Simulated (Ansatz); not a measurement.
# BaSr3Ti4O12: the cost of one run

Program: Ansatz 0.2.0. Level of theory: DFT r2SCAN, scalar-relativistic, plane waves, PAW. These are calculated values, not measurements.

## Step 1: Starting point

Symmetry: P4/mmm, No. 123, tetragonal system. Conventional cell: a = 3.929 Å, b = 3.929 Å, c = 15.716 Å, α = 90.00°, β = 90.00°, γ = 90.00°. Around Ba (site symmetry 4/mmm) lie 12 O at 2.78 to 2.84 Å. Sr (site symmetry 4mm) has 12 O at 2.74 to 2.78 Å in its first shell of neighbours. Around Sr (site symmetry 4/mmm) lie 12 O at 2.76 to 2.78 Å. Around Ti (site symmetry 4mm) lie 6 O at 1.94 to 2.02 Å. Ti (site symmetry 4mm) has 6 O at 1.95 to 1.96 Å in its first shell of neighbours. O (site symmetry 2mm) is surrounded by 2 Ti at 1.96 Å and 2 Sr at 2.74 Å and 2 Ba at 2.84 Å. O (site symmetry 2mm) has 2 Ti at 1.96 Å and 4 Sr at 2.76 to 2.77 Å in its first shell of neighbours. O (site symmetry 4/mmm) has 2 Ti at 2.02 Å and 4 Ba at 2.78 Å in its first shell of neighbours. Only part of the 10 independent sites is listed.

Structure file:

```cif
data_structure
_symmetry_space_group_name_H-M 'P4/mmm'
_symmetry_Int_Tables_number 123
_cell_length_a 3.9290
_cell_length_b 3.9290
_cell_length_c 15.7163
_cell_angle_alpha 90.000
_cell_angle_beta 90.000
_cell_angle_gamma 90.000
_cell_volume 242.62
loop_
_atom_site_label
_atom_site_type_symbol
_atom_site_symmetry_multiplicity
_atom_site_Wyckoff_symbol
_atom_site_fract_x
_atom_site_fract_y
_atom_site_fract_z
_atom_site_occupancy
Ba1 Ba 1 a 0.00000 0.00000 0.00000 1
Sr1 Sr 2 g 0.00000 0.00000 0.25238 1
Sr2 Sr 1 b 0.00000 0.00000 0.50000 1
Ti1 Ti 2 h 0.50000 0.50000 0.12879 1
Ti2 Ti 2 h 0.50000 0.50000 0.37617 1
O1 O 4 i 0.00000 0.50000 0.13041 1
O2 O 4 i 0.00000 0.50000 0.37620 1
O3 O 1 c 0.50000 0.50000 0.00000 1
O4 O 2 h 0.50000 0.50000 0.25223 1
O5 O 1 d 0.50000 0.50000 0.50000 1
```

It goes back to an entry of the Materials Project, which need not be the stable form.

It is the result of an earlier relaxation at this level (volume 12.13 Å³/atom; gap on the mesh: 2.23 eV).

## Step 2: Point at V/V0 = 0.97

Input file input.yaml:

```yaml
crystal:
  lattice:
    - [3.8893416174, 0.0, 0.0]
    - [0.0, 3.8893416174, 0.0]
    - [0.0, 0.0, 15.5575178071]
  atoms:
    - { symbol: Ba, position: [0.0, 0.0, 0.0] }
    - { symbol: Sr, position: [0.0, 0.0, 0.2523776139] }
    - { symbol: Sr, position: [0.0, 0.0, 0.5] }
    - { symbol: Sr, position: [0.0, 0.0, 0.7476223861] }
    - { symbol: Ti, position: [0.5, 0.5, 0.1287891565] }
    - { symbol: Ti, position: [0.5, 0.5, 0.3761714102] }
    - { symbol: Ti, position: [0.5, 0.5, 0.6238285898] }
    - { symbol: Ti, position: [0.5, 0.5, 0.8712108435] }
    - { symbol: O, position: [0.0, 0.5, 0.1304055906] }
    - { symbol: O, position: [0.0, 0.5, 0.3762031835] }
    - { symbol: O, position: [0.0, 0.5, 0.6237968165] }
    - { symbol: O, position: [0.0, 0.5, 0.8695944094] }
    - { symbol: O, position: [0.5, 0.5, 0.0] }
    - { symbol: O, position: [0.5, 0.5, 0.2522251194] }
    - { symbol: O, position: [0.5, 0.5, 0.5] }
    - { symbol: O, position: [0.5, 0.5, 0.7477748806] }
    - { symbol: O, position: [0.5, 0.0, 0.1304055906] }
    - { symbol: O, position: [0.5, 0.0, 0.3762031835] }
    - { symbol: O, position: [0.5, 0.0, 0.6237968165] }
    - { symbol: O, position: [0.5, 0.0, 0.8695944094] }
basis:
  ecutwfc: 500
kpoints:
  mp_grid: { grid: [8, 8, 2] }
hamiltonian:
  xc: r2scan
scf:
  occupations: { method: gaussian, width: 0.02 }
output:
  forces: true
  stress: true
  eigenvalues: true
relax:
  adjacent_minimum: "off"
  f_tol: 0.01
  max_steps: 30
  cell: { stress_tol: 0.1, fix: [volume] }
```

Started as:

```console
$ ansatz run input.yaml --threads 4 --pin off --max-ram 10240MiB --backend cpu --events-out ev --progress --plain --runs-dir out
```

Q: Estimate wall time and peak memory on 4 threads of Intel Xeon at 2.50GHz (Skylake/Cascade Lake), shared host.

About 3.1 min, with a peak of 1.8 GiB.
